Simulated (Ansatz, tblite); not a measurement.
**The cluster Cu₄Te₂+: one state, many levels**

Aim: run the doublet of the cluster Cu₄Te₂+ at one geometry on many levels, and compare frontier levels, spin and run time.

The runs use Ansatz 0.2.0, Gaussian basis; as each input shows.

Levels to be run: GFN1-xTB, GFN2-xTB, PBE-D4/def2-SVP, r2SCAN-D4/def2-SVP, CAM-B3LYP-D4/def2-SVP, r2SCAN0-D4/def2-SVP, LC-ωPBE(0.10)/def2-SVP, LC-ωPBE(0.15)/def2-SVP, LC-ωPBE(0.20)/def2-SVP, LC-ωPBE(0.30)/def2-SVP, MP2/def2-TZVP, RPA/def2-TZVP.

18 further runs of the same task are left out: 9 that didn't finish, 9 set aside as unsound or not needed. Runs told in other sessions of the task aren't counted.

## 1. The relaxed structure

The geometry is that of the doublet, from an earlier relaxation (PBE-D4/def2-SVP). At that level it is the lowest of the isomers that a small search found.

6 atoms, charge 1, spin multiplicity 2.

Bond lengths: Cu1–Te5 2.632 Å, Cu1–Te6 2.630 Å, Cu2–Te5 2.629 Å, Cu2–Te6 2.630 Å, Cu3–Te5 2.629 Å, Cu3–Te6 2.630 Å, Cu4–Te5 2.631 Å, Cu4–Te6 2.631 Å. Angles: Te5–Cu1–Te6 98.9°, Te5–Cu2–Te6 99.0°, Te5–Cu3–Te6 99.0°, Te5–Cu4–Te6 98.9°, Cu1–Te5–Cu2 54.7°, Cu1–Te5–Cu3 54.7°, Cu1–Te5–Cu4 81.1°, Cu2–Te5–Cu3 81.0°, Cu2–Te5–Cu4 54.7°, Cu3–Te5–Cu4 54.7°, Cu1–Te6–Cu2 54.7°, Cu1–Te6–Cu3 54.7°, Cu1–Te6–Cu4 81.1°, Cu2–Te6–Cu3 81.0°, Cu2–Te6–Cu4 54.7°, Cu3–Te6–Cu4 54.7°.

Te takes a core potential in the def2 sets. No spin-orbit coupling is included. The ion is computed in the gas phase, without counter-ions or solvent.

PBE0-D4/def2-SVP was run before; its log isn't repeated, and its numbers join the tables.

## 2. GFN1-xTB

Tight binding, by tblite at 300 K electronic temperature and without a spin-polarisation term:

```python
tblite.interface.Calculator('GFN1-xTB', numbers, positions, charge=1, uhf=1).singlepoint()
```

Energy -688.0589 eV; 0.008 s.

## 3. GFN2-xTB

Tight binding, by tblite at 300 K electronic temperature and without a spin-polarisation term:

```python
tblite.interface.Calculator('GFN2-xTB', numbers, positions, charge=1, uhf=1).singlepoint()
```

Energy -582.3441 eV; 0.009 s.

## 4. PBE-D4/def2-SVP

start.molden holds the orbitals of an earlier run on this state, given as this run's starting guess.

Input file in.yaml:

```yaml
crystal:
  periodic: [false, false, false]
  atoms:
    - {symbol: Cu, position_ang: [-1.251865, 0.121690, -1.158720]}
    - {symbol: Cu, position_ang: [-1.106693, -0.646461, 1.127562]}
    - {symbol: Cu, position_ang: [1.106705, 0.645559, -1.128067]}
    - {symbol: Cu, position_ang: [1.251632, -0.120757, 1.159021]}
    - {symbol: Te, position_ang: [0.419788, -1.845490, -0.645166]}
    - {symbol: Te, position_ang: [-0.419576, 1.845469, 0.645369]}
basis:
  gaussian: {orbitals: def2-SVP, initial_orbitals: start.molden}
total_charge: 1
magnetization: {spin_polarized: true, initial_magnetization: 1}
hamiltonian: {xc: pbe, dispersion: d4}
scf: {omitted_lower_state_checks: [starts]}
output: {orbitals: {seedname: orbitals}}
```

Started as:

```
> ansatz run in.yaml --threads 4 --pin off --events-out ev --progress --plain --max-ram 4787MiB
```

The runs that follow: r2SCAN-D4/def2-SVP; CAM-B3LYP-D4/def2-SVP; r2SCAN0-D4/def2-SVP; LC-ωPBE(0.10)/def2-SVP; LC-ωPBE(0.15)/def2-SVP; LC-ωPBE(0.20)/def2-SVP; LC-ωPBE(0.30)/def2-SVP; MP2/def2-TZVP; RPA/def2-TZVP.

Q: Predict the results of all the runs planned. Wanted: gap in def2-SVP, named functionals, smallest and largest; gap over the ω; correlation energy, MP2/def2-TZVP; ⟨S²⟩ in def2-SVP, named functionals, smallest and largest.

**Answer**, as computed:

| quantity | value |
| --- | --- |
| gap in def2-SVP, named functionals, smallest and largest | 0.35 eV (PBE-D4), 3.95 eV (CAM-B3LYP-D4) |
| gap over the ω (1/bohr) | 3.06 eV at 0.1, 5.48 eV at 0.3 |
| correlation energy, MP2/def2-TZVP | -72.40 eV |
| ⟨S²⟩ in def2-SVP, named functionals, smallest and largest | 0.751, 0.759 |

Orbital gaps of the named functionals in def2-SVP span 0.35 eV (PBE-D4) to 3.95 eV (CAM-B3LYP-D4); exact exchange widens it. Raising the ω (1/bohr) from 0.1 to 0.3 moves the HOMO by -1.49 eV and the LUMO by +0.92 eV. Over the named functionals in def2-SVP spin contamination reaches 0.01 (CAM-B3LYP-D4), which is small.
